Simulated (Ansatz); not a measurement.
Geometry optimisation, DFT PBEsol, scalar-relativistic, plane waves, PAW (Ansatz).

input.yaml

```yaml
crystal:
  lattice:
    - [5.48, 0.0, 0.0]
    - [-4.11, 7.118729, 0.0]
    - [0.0, 0.0, 4.32646]
  atoms:
    - { symbol: Os, position: [0.0, 0.0, 0.0] }
    - { symbol: Os, position: [0.1666667, 0.2222222, 0.5] }
    - { symbol: Os, position: [0.0, 0.3333333, 0.0] }
    - { symbol: Os, position: [0.1666667, 0.5555556, 0.5] }
    - { symbol: Os, position: [0.0, 0.6666667, 0.0] }
    - { symbol: Os, position: [0.1666667, 0.8888889, 0.5] }
    - { symbol: Os, position: [0.5, 0.0, 0.0] }
    - { symbol: Os, position: [0.6666667, 0.2222222, 0.5] }
    - { symbol: Os, position: [0.5, 0.3333333, 0.0] }
    - { symbol: Os, position: [0.6666667, 0.5555556, 0.5] }
    - { symbol: Os, position: [0.5, 0.6666667, 0.0] }
    - { symbol: Os, position: [0.6666667, 0.8888889, 0.5] }
    - { symbol: Cu, position: [-0.0105346, 0.3363585, 0.3923712] }
basis:
  ecutwfc: 420.0
kpoints:
  mp_grid: { grid: [4, 3, 4] }
hamiltonian:
  xc: pbesol
scf:
  occupations: { method: gaussian, width: 0.15 }
  lower_state_search: "off"
relax:
  f_tol: 0.03
  max_steps: 60
  adjacent_minimum: "off"
output:
  write_density: true
  write_potential: true
  elf: true
  volumetric_format: npy
```

Command:

```bash
$ ansatz run input.yaml --threads 4 --pin off --max-ram 10240MiB --backend cpu --events-out ev --progress --plain --runs-dir out
```

Problem. Where does it end, and by what steps?

Solution. The run converged. Limits of this set-up: coarse k mesh, a small cell, in which the defect meets its images, a typed lattice constant that wasn't relaxed here. After 21 steps the energy has fallen by 31.639 eV; Os4 moved furthest, 0.89 Å. The start is strongly strained (largest force component 49 eV/Å). Joined: Os2–Os11 (3.83 → 3.43 Å), Os3–Os12 (3.83 → 3.33 Å), Os4–Os7 (3.83 → 2.73 Å).

| step | energy less start (eV) | largest force component (eV/Å) | accepted |
| --- | --- | --- | --- |
| 0 | 0.0000 | 48.673 | yes |
| 1 | -21.4786 | 19.665 | yes |
| 2 | -28.7046 | 4.905 | yes |
| 3 | -30.1894 | 2.231 | yes |
| 4 | -30.9781 | 1.648 | yes |
| 5 | -31.4143 | 1.352 | yes |
| 6 | -31.4323 | 1.420 | yes |
| 7 | -31.4884 | 0.988 | yes |
| 8 | -31.6203 | 0.289 | yes |
| 9 | -31.6203 | 0.243 | no |
| 10 | -31.6203 | 0.289 | yes |
| 11 | -31.6203 | 0.243 | no |
| 12 | -31.6320 | 0.098 | yes |
| 13 | -31.6343 | 0.072 | yes |
| 14 | -31.6355 | 0.074 | yes |
| 15 | -31.6369 | 0.100 | yes |
| 16 | -31.6381 | 0.061 | yes |
| 17 | -31.6388 | 0.034 | yes |
| 18 | -31.6385 | 0.051 | no |
| 19 | -31.6389 | 0.063 | yes |
| 20 | -31.6384 | 0.047 | no |
| 21 | -31.6390 | 0.009 | yes |

```xyz
13
Lattice="5.4800 0.0000 0.0000 -4.1100 7.1187 0.0000 0.0000 0.0000 4.3265" Properties=species:S:1:pos:R:3
Os 0.014 -0.073 -0.056
Os 0.122 1.525 1.968
Os -1.280 2.111 -0.462
Os -1.180 4.617 2.731
Os -2.899 4.724 0.148
Os -2.905 6.304 2.130
Os 2.746 -0.234 -0.083
Os 2.592 1.256 2.149
Os 1.492 2.217 -0.043
Os 1.466 3.851 2.357
Os 0.082 4.560 0.369
Os 0.116 6.452 2.035
Cu -1.807 3.051 1.433
```

Whether the end is a true minimum wasn't checked by a vibrational analysis.

Run time: 5 min on 4 threads of Arm Neoverse V2, on a shared host, peak memory 1.2 GiB.
